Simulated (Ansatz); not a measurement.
# C2F4O (trifluoroacetyl fluoride) at 6 levels

We compute a comparison of 6 runs (HF/STO-3G, HF/3-21G, PBE-QIDH/cc-pVDZ, r2SCAN0/cc-pVDZ, RPA@PBE/cc-pVDZ, BCCD(T)/cc-pVDZ) of C2F4O (trifluoroacetyl fluoride). 

Program for the calculation: Ansatz 0.2.0.

51 further runs of the same task are left out: 51 set aside as unsound or not needed.

### 1 The structure to begin with

C2F4O has 7 atoms, charge 0, and is taken as a singlet. SMILES: `O=C(F)C(F)(F)F`. The C4–F7 distance was set to 1.714 Å, away from the relaxed value.

Bond lengths: O1–C2 1.172 Å, C2–F3 1.326 Å, C2–C4 1.542 Å, C4–F5 1.330 Å, C4–F6 1.330 Å. Angles: O1–C2–F3 124.0°, O1–C2–C4 126.4°, F3–C2–C4 109.5°, C2–C4–F5 109.8°, C2–C4–F6 109.8°, F5–C4–F6 108.7°. A long bond or contact: C4–F7 1.714 Å.

### 2 A single-point energy at HF/STO-3G (run 1)

Input file in.yaml:

```yaml
crystal:
  periodic: [false, false, false]
  atoms:
    - symbol: O
      position_ang: [0.697396, -1.519693, 0.795152]
    - symbol: C
      position_ang: [-0.274804, -0.921633, 0.529162]
    - symbol: F
      position_ang: [-1.500624, -1.324533, 0.833872]
    - symbol: C
      position_ang: [-0.345634, 0.428327, -0.212428]
    - symbol: F
      position_ang: [-1.061664, 0.294747, -1.324728]
    - symbol: F
      position_ang: [-0.928114, 1.338057, 0.562842]
    - symbol: F
      position_ang: [1.230750, 0.963590, -0.619810]
basis:
  gaussian: {orbitals: STO-3G}
hamiltonian: {xc: hf}
accuracy: high
output: {orbitals: {seedname: orbitals}}
```

Command:

```
$ ansatz run in.yaml --threads 1 --pin off --max-ram 3480MiB --events-out events.jsonl --progress --plain --runs-dir runs
```

Output:

```text
Warning: RAYON_NUM_THREADS=1 ignored (pool sized by the plan → 1); use --threads N
Functional definition: HF
  name "HF"
  exchange = exact_x
  correlation = 0
750 factors; integrals over basis functions are off by at most 4.2e-8 eV
mean field evaluation 1: about -14699.8540 eV, gradient 6.0e1 eV
mean field evaluation 2: about -14700.1090 eV, gradient 6.0e1 eV
mean field evaluation 4: about -14713.3301 eV, gradient 4.8e0 eV
mean field evaluation 8: about -14713.4710 eV, gradient 2.5e-1 eV
mean field -14713.47133740 eV, -540.7100985005 hartree, gradient 1.0e-8 eV, S^2 0.000000; 0 other end points of the search recorded, 0 dependent functions left out
reference -14713.47133740 eV, -540.7100985005 hartree; 28, 28 occupied and 7, 7 virtual orbitals, 750 factors
Total energy: -14713.47133740 eV, -540.7100985005 hartree
```

Wall time 0.34 s (1 thread of Arm Neoverse V2, shared host).

### 3 The energy at HF/3-21G (run 2)

Input file input.yaml:

```yaml
crystal:
  periodic: [false, false, false]
  atoms:
    - {symbol: O, position_ang: [0.697396, -1.519693, 0.795152]}
    - {symbol: C, position_ang: [-0.274804, -0.921633, 0.529162]}
    - {symbol: F, position_ang: [-1.500624, -1.324533, 0.833872]}
    - {symbol: C, position_ang: [-0.345634, 0.428327, -0.212428]}
    - {symbol: F, position_ang: [-1.061664, 0.294747, -1.324728]}
    - {symbol: F, position_ang: [-0.928114, 1.338057, 0.562842]}
    - {symbol: F, position_ang: [1.230750, 0.963590, -0.619810]}
basis:
  gaussian: {orbitals: 3-21G.json}
hamiltonian: {xc: hf}
accuracy: high
output: {orbitals: {seedname: orbitals}}
```

The basis set 3-21G is read from a file made from the Basis Set Exchange's data (not shown).

Command:

```
$ ansatz run input.yaml --threads 1 --pin off --max-ram 3480MiB --events-out events.jsonl --progress --plain --runs-dir runs
```

Output:

```text
Warning: RAYON_NUM_THREADS=1 ignored (pool sized by the plan → 1); use --threads N
Functional definition: HF
  name "HF"
  exchange = exact_x
  correlation = 0
1368 factors; integrals over basis functions are off by at most 6.5e-9 eV
mean field evaluation 1: about -14828.7752 eV, gradient 6.1e1 eV
mean field evaluation 2: about -14829.2003 eV, gradient 6.1e1 eV
mean field evaluation 4: about -14837.8631 eV, gradient 5.0e0 eV
mean field evaluation 8: about -14838.0129 eV, gradient 7.7e-1 eV
mean field evaluation 16: about -14838.0177 eV, gradient 1.3e-8 eV
mean field -14838.01770089 eV, -545.2870929380 hartree, gradient 2.6e-8 eV, S^2 0.000000; 0 other end points of the search recorded, 0 dependent functions left out
reference -14838.01770089 eV, -545.2870929380 hartree; 28, 28 occupied and 35, 35 virtual orbitals, 1368 factors
Total energy: -14838.01770089 eV, -545.2870929380 hartree
```

Run time: 0.8 s. Hardware: 1 thread of Arm Neoverse V2, shared host; peak memory 0.15 GiB.

Runs 3 to 5 aren't shown in full; the table further down has their settings and results.

### 4 A single-point energy at BCCD(T)/cc-pVDZ (run 6)

Input file job.yaml:

```yaml
crystal:
  periodic: [false, false, false]
  atoms:
    - {symbol: O, position_ang: [0.697396, -1.519693, 0.795152]}
    - {symbol: C, position_ang: [-0.274804, -0.921633, 0.529162]}
    - {symbol: F, position_ang: [-1.500624, -1.324533, 0.833872]}
    - {symbol: C, position_ang: [-0.345634, 0.428327, -0.212428]}
    - {symbol: F, position_ang: [-1.061664, 0.294747, -1.324728]}
    - {symbol: F, position_ang: [-0.928114, 1.338057, 0.562842]}
    - {symbol: F, position_ang: [1.230750, 0.963590, -0.619810]}
basis:
  gaussian: {orbitals: cc-pVDZ}
correlation: {method: bccd_t, frozen_orbitals: {C: 1, F: 1, O: 1}}
accuracy: high
scf: {omitted_lower_state_checks: [cluster_reference, increment]}
```

Command:

```
$ ansatz run job.yaml --threads 1 --pin off --max-ram 3480MiB --events-out events.jsonl --progress --plain --runs-dir runs
```

Output (excerpt; [...] marks lines left out):

```text
Warning: RAYON_NUM_THREADS=1 ignored (pool sized by the plan → 1); use --threads N
Functional definition: HF
  name "HF"
[...]
2153 factors; integrals over basis functions are off by at most 2.7e-9 eV
[...]
mean field -14920.15602122 eV, -548.3056205347 hartree, gradient 1.3e-8 eV, S^2 0.000000; 0 other end points of the search recorded, 0 dependent functions left out
7 core orbitals not correlated: weight in the atoms' cores, before any rotation towards them, 1.000 or more for the frozen orbitals, at most 0.000 for the correlated occupied ones
reference -14920.15602122 eV, -548.3056205347 hartree; 21, 21 occupied and 70, 70 virtual orbitals, 2153 factors
second order -32.51009696 eV of doubles, -0.00000000 eV of singles
cycle   1  -31.63610482 eV  change    8.7e-1 eV  update   1.5e-1
[...]
cycle  24  -32.63385887 eV  change  -2.6e-10 eV  update  9.2e-10
perturbative correction -1.02885654 eV, -0.0378097805 hartree
Total energy: -14953.81873663 eV, -549.5427025086 hartree
Checks for a lower state left out: cluster_reference, increment
```

Wall time 83 s (1 thread of Arm Neoverse V2, shared host); peak memory 1.1 GiB.

### 5 The series

```tsv
run	level	frozen core orbitals	energy (Eh)	HOMO energy (eV)	LUMO energy (eV)	HOMO–LUMO gap (eV)	wall time
1	HF/STO-3G	–	-540.710099	-10.11	6.78	16.89	0.34 s
2	HF/3-21G	–	-545.287093	-14.70	2.28	16.98	0.8 s
3	PBE-QIDH/cc-pVDZ	7	-550.038518	-13.21	0.40	13.61	12 s
4	r2SCAN0/cc-pVDZ	–	-550.462934	-10.43	-1.81	8.62	15 s
5	RPA@PBE/cc-pVDZ	7	-549.963089	–	–	–	11 s
6	BCCD(T)/cc-pVDZ	7	-549.542703	–	–	–	83 s
```

### 6 Results

| quantity | value |
| --- | --- |
| run 6: total energy | -549.54270 Eh |
| run 6: correlation energy (7 core orbitals frozen) | -1237.1 mEh |
| run 6: (T) correction | -37.81 mEh |

In words: Over runs 1, 2, 3, 4 the HOMO–LUMO gap runs from 8.62 eV (r2SCAN0/cc-pVDZ) to 16.98 eV (HF/3-21G). The two ends differ in method and basis. Totals of different functionals can't be ranked against each other. In run 1 the basis is minimal, so the values are rough. All runs together took 2 min, the longest 83 s.
